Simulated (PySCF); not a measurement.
# C₅H₁₁AlSi: electronic excitations

What electronic excitations should C₅H₁₁AlSi (`C=[CH][Al]1[CH2]C[SiH2][CH2]1`) show?

Computed with PySCF 2.14.0, with density-fitted response routines of our own, on a single molecule in the gas phase. Atoms count from 0, in the outputs and in this text.

### 1 The molecule as given

18 atoms, charge 0, multiplicity 1; geometry from: GFN2-xTB.

Bonds of the start (Å): C0–C1 1.33, C1–Al2 1.98, Al2–C3 2.01, C3–C4 1.54, C4–Si5 1.91, Si5–C6 1.91, C6–Al2 2.00, C0–H7 1.08, C0–H8 1.08, C1–H9 1.09, C3–H10 1.10, C3–H11 1.10, C4–H12 1.09, C4–H13 1.09, Si5–H14 1.47, Si5–H15 1.47, C6–H16 1.09, C6–H17 1.09.

### 2 Ultraviolet spectrum: wB97X-D/def2-SVPD

The job: settings as JSON, then the geometry in Å.

```
{"job": {"kind": "uv", "xc": "wB97X-D", "basis": "def2-SVPD", "nstates": 8, "ntriplets": 3}, "charge": 0, "multiplicity": 1}
C      2.483539    -1.316790     2.017900
C      2.525563    -0.643724     0.866441
Al     0.787662    -0.092316     0.096995
C     -0.988568    -0.401245     0.994449
C     -1.942282     0.603967     0.315985
Si    -1.556433     0.735490    -1.550735
C      0.351444     0.848628    -1.614859
H      3.359909    -1.675608     2.544418
H      1.535337    -1.540497     2.492687
H      3.509887    -0.449491     0.435427
H     -1.051795    -0.299861     2.085333
H     -1.357263    -1.417434     0.784047
H     -2.986141     0.336827     0.494233
H     -1.796621     1.589334     0.766503
H     -2.024054    -0.483306    -2.235494
H     -2.253298     1.894074    -2.133523
H      0.736343     0.418678    -2.542140
H      0.658013     1.899592    -1.623603
```

Level: TDDFT wB97X-D/def2-SVPD, vertical, gas phase, core orbitals frozen in the response.

Launch:

```
OMP_NUM_THREADS=1 python probes_run.py task.json out
```

This one command runs all jobs of the session in turn.

Output:

```text
coarse grid: 15504 points
cycle   1  E = -728.5284215807  dE =  5.326e-01  |g| = 4.185e-01  |ddm| = 5.413e+00
cycle   2  E = -728.5553210822  dE = -2.690e-02  |g| = 3.089e-01  |ddm| = 1.103e+00
cycle   3  E = -728.5807726675  dE = -2.545e-02  |g| = 3.844e-02  |ddm| = 4.457e-01
cycle   4  E = -728.5812936506  dE = -5.210e-04  |g| = 1.738e-02  |ddm| = 1.302e-01
cycle   5  E = -728.5813832221  dE = -8.957e-05  |g| = 3.469e-03  |ddm| = 3.710e-02
cycle   6  E = -728.5813875408  dE = -4.319e-06  |g| = 1.491e-03  |ddm| = 1.036e-02
final grid: 138952 points
cycle   7  E = -728.6884834162  dE = -9.166e-05  |g| = 3.829e-03  |ddm| = 1.206e-01
cycle   8  E = -728.6884857207  dE = -2.305e-06  |g| = 3.041e-03  |ddm| = 1.584e-02
cycle   9  E = -728.6884880653  dE = -2.345e-06  |g| = 4.867e-04  |ddm| = 4.494e-03
cycle  10  E = -728.6884881447  dE = -7.939e-08  |g| = 2.174e-04  |ddm| = 1.746e-03
cycle  11  E = -728.6884881576  dE = -1.296e-08  |g| = 4.969e-05  |ddm| = 3.638e-04
cycle  12  E = -728.6884881587  dE = -1.082e-09  |g| = 1.229e-05  |ddm| = 1.615e-04
cycle  13  E = -728.6884881588  dE = -9.550e-11  |g| = 4.762e-06  |ddm| = 5.577e-05
converged SCF energy = -728.6884881588

Static polarisability (au): isotropic 109.620, principal 84.503 106.579 137.780

Singlet excitations
state   eV       nm        f      main configurations
  1   4.9524    250.4   0.00014   H->L 0.81, H-1->L 0.10
  2   5.1012    243.0   0.00019   H-1->L 0.81, H->L 0.11
  3   6.3752    194.5   0.24339   H-2->L 0.96
  4   6.4369    192.6   0.02368   H->L+1 0.82
  5   6.5519    189.2   0.02759   H-3->L 0.70, H-1->L+2 0.12
  6   6.7049    184.9   0.00700   H-1->L+2 0.34, H-5->L 0.22, H-3->L 0.12
  7   6.7969    182.4   0.10997   H-1->L+1 0.79
  8   7.2203    171.7   0.00238   H->L+2 0.61, H-5->L 0.18, H-4->L 0.08

Triplet excitations (Tamm-Dancoff, eV): 4.2673 4.6624 4.8415
```

Wall time 2.5 min (1 thread of Intel Xeon at 2.50GHz, shared host); peak memory 1.1 GiB.

The orbitals next to the gap, with their largest atomic shares:

| orbital | eV | atoms |
| --- | --- | --- |
| HOMO−3 | -10.12 | C4 29 %, Si5 16 %, C3 14 % |
| HOMO−2 | -9.94 | C1 39 %, C0 38 %, Al2 5 % |
| HOMO−1 | -9.29 | C6 28 %, C1 17 %, Al2 14 % |
| HOMO | -9.03 | C3 32 %, Al2 16 %, C4 13 % |
| LUMO | 0.48 | Al2 36 %, C0 19 %, C1 18 % |
| LUMO+1 | 1.31 | Al2 63 %, Si5 5 %, C0 4 % |
| LUMO+2 | 2.28 | C1 25 %, Al2 17 %, C0 17 % |

With each of the 8 states as a Gaussian band of 0.4 eV half-width at 1/e, the curve within the window shown has maxima at 192 nm (ε 14,000) L/(mol cm). Beyond the last state computed it falls off for lack of states. The curve at chosen wavelengths:

```json
{"nm": "165", "ε (L/mol/cm)": "235"}
{"nm": "170", "ε (L/mol/cm)": "1136"}
{"nm": "175", "ε (L/mol/cm)": "3452"}
{"nm": "179", "ε (L/mol/cm)": "6321"}
{"nm": "184", "ε (L/mol/cm)": "10327"}
{"nm": "189", "ε (L/mol/cm)": "13292"}
{"nm": "194", "ε (L/mol/cm)": "13519"}
{"nm": "198", "ε (L/mol/cm)": "11468"}
{"nm": "203", "ε (L/mol/cm)": "7480"}
{"nm": "208", "ε (L/mol/cm)": "3871"}
{"nm": "213", "ε (L/mol/cm)": "1628"}
{"nm": "217", "ε (L/mol/cm)": "714"}
{"nm": "222", "ε (L/mol/cm)": "222"}
{"nm": "227", "ε (L/mol/cm)": "63"}
{"nm": "232", "ε (L/mol/cm)": "21"}
{"nm": "236", "ε (L/mol/cm)": "14"}
{"nm": "241", "ε (L/mol/cm)": "13"}
{"nm": "246", "ε (L/mol/cm)": "13"}
{"nm": "251", "ε (L/mol/cm)": "12"}
{"nm": "255", "ε (L/mol/cm)": "11"}
{"nm": "260", "ε (L/mol/cm)": "9"}
{"nm": "265", "ε (L/mol/cm)": "6"}
{"nm": "270", "ε (L/mol/cm)": "4"}
{"nm": "274", "ε (L/mol/cm)": "3"}
{"nm": "279", "ε (L/mol/cm)": "2"}
{"nm": "284", "ε (L/mol/cm)": "1"}
```

Leading natural transition orbitals of singlet state 3: the hole lies on C0, C1 about 38 % each; the particle on Al2 47 %; C0, C1 about 11 % each.

Leading natural transition orbitals of singlet state 1: the hole lies on C3 35 %; Al2 16 %; C1 13 %; the particle on Al2 49 %; C0 12 %; C1 9 %.

Further results of this job:

| property | computed |
| --- | --- |
| dipole moment (D) | 1.16 |
| polarisability (Å³) | 16.24 |
| HOMO–LUMO gap (eV) | 9.51 |
| −ε(HOMO) (eV) | 9.03 |

The fields below are evaluated on a grid from the run's orbitals.

Frontier orbitals at wB97X-D/def2-SVPD, with the share of their density that lies nearest to each atom:

| orbital | energy (eV) | lies on |
| --- | --- | --- |
| HOMO | -9.03 | C3 32 %; Al2 15 %; C6 11 % |
| LUMO | 0.48 | Al2 41 %; C0, C1 about 14 % each |

ELF in a plane through or near 10 of the atoms.

Values, 10 rows by 14 columns:
```
0.00 0.00 0.00 0.00 0.00 0.00 0.00 0.00 0.00 0.00 0.00 0.00 0.00 0.00
0.00 0.00 0.00 0.00 0.00 0.00 0.00 0.01 0.02 0.00 0.00 0.00 0.00 0.00
0.00 0.00 0.00 0.27 0.71 0.01 0.03 0.41 0.72 0.07 0.00 0.00 0.00 0.00
0.00 0.00 0.00 0.85 0.99 0.33 0.27 0.77 0.17 0.41 0.41 0.45 0.00 0.00
0.00 0.00 0.33 0.14 0.19 0.96 0.67 0.60 0.86 0.39 0.99 0.98 0.02 0.00
0.00 0.05 0.99 0.68 0.51 0.16 0.14 0.77 0.54 0.36 0.38 0.35 0.00 0.00
0.00 0.00 0.24 0.52 1.00 0.02 0.62 0.88 0.70 0.77 0.05 0.00 0.00 0.00
0.00 0.00 0.00 0.06 0.35 0.01 0.90 0.72 0.13 1.00 0.56 0.00 0.00 0.00
0.00 0.00 0.00 0.00 0.00 0.00 0.11 0.07 0.00 0.12 0.00 0.00 0.00 0.00
0.00 0.00 0.00 0.00 0.00 0.00 0.00 0.00 0.00 0.00 0.00 0.00 0.00 0.00
```
The map spans 14.1 Å across and 10.3 Å up, centred on the molecule. Atoms in the plane (x, y in Å): C0 (-3.4, -0.2), C1 (-2.6, 0.8), Al2 (-0.6, 0.5), C3 (0.2, -1.4), Si5 (2.3, 0.5), C6 (0.9, 1.7), H7 (-4.5, -0.2), H8 (-3.0, -1.2), H9 (-3.0, 1.8), H12 (2.2, -2.0).

On the surface of density 0.002 e/bohr³ the electrostatic potential runs, from the 1st to the 99th percentile, from -0.50 V near C0 to 2.62 V near Al2.

### 3 Results

| quantity | value |
| --- | --- |
| lowest singlet (wB97X-D/def2-SVPD) | 4.95 eV (250 nm), f = 0.000 |
| brightest single state of those computed | state 3, 6.38 eV, f = 0.243 |
| lowest triplet | 4.27 eV |
| surface potential, 1st and 99th percentile | -0.50 V and 2.62 V |

In words: The lowest singlet, at 4.95 eV, is HOMO→LUMO 0.81, HOMO−1→LUMO 0.10 and is dark; of the 8 states computed, the strongest absorption comes from state 3 at 6.38 eV. The lowest triplet lies 0.69 eV below the lowest singlet (triplets in Tamm-Dancoff, singlets in full TDDFT).
